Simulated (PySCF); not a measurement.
# CHNPm (Pm(HCN)3+): the cost of one run

Program: PySCF 2.14.0. Level of theory: PBE0, Pm lcecp-1-SVP with ECP50, N def2-SVP, C def2-SVP, H def2-SVP; scalar-relativistic core potentials, no spin–orbit coupling. These are calculated values, not measurements.

1 further run of the same task is left out (for a known fault of the program).

### 1 Starting geometry

4 atoms, charge 3, spin multiplicity 1.

Bond lengths: Pm1–N2 2.570 Å, N2–C3 1.160 Å, C3–H4 1.070 Å. Angles: Pm1–N2–C3 180.0°, N2–C3–H4 180.0°.

As a file:

```xyz
4
CHNPm
Pm    0.0000    0.0000    0.0000
N     0.0000    0.0000    2.5700
C     0.0000    0.0000    3.7300
H     0.0000    0.0000    4.8000
```

Formal oxidation states: Pm +3. Each metal's 4 4f electrons lie in its core potential, so multiplicities, spins and levels count the valence alone.

### 2 SCF at the start, singlet

File run.py (the lines that set the calculation):

```python
mol = gto.M(atom='''
Pm     0.00000     0.00000     0.00000
N      0.00000     0.00000     2.57000
C      0.00000     0.00000     3.73000
H      0.00000     0.00000     4.80000''',
    basis={'Pm': 'lcecp-1-SVP', 'N': 'def2-SVP', 'C': 'def2-SVP', 'H': 'def2-SVP'},
    ecp={'Pm': 'lcecp-1-SVP'},
    charge=3, spin=0)
mf = dft.RKS(mol, xc='PBE0')
mf.grids.atom_grid = (50, 194)  # f atoms: unpruned, at least (60, 302)
mf = mf.density_fit()  # fitting sets: Pm AutoAux, N def2-universal-JKFIT, C def2-universal-JKFIT, H def2-universal-JKFIT
mf.conv_tol = 1e-08; mf.max_cycle = 55
mf.kernel(dm0)  # dm0: free metal ions and neutral atoms
```

Run with:

```bash
$ OMP_NUM_THREADS=2 python run.py
```

**Question.** How long does this run take on 2 threads of Intel Xeon at 2.50GHz (Skylake/Cascade Lake), shared host, and how much memory does it need?

About 7.3 s, with a peak of 0.35 GiB.
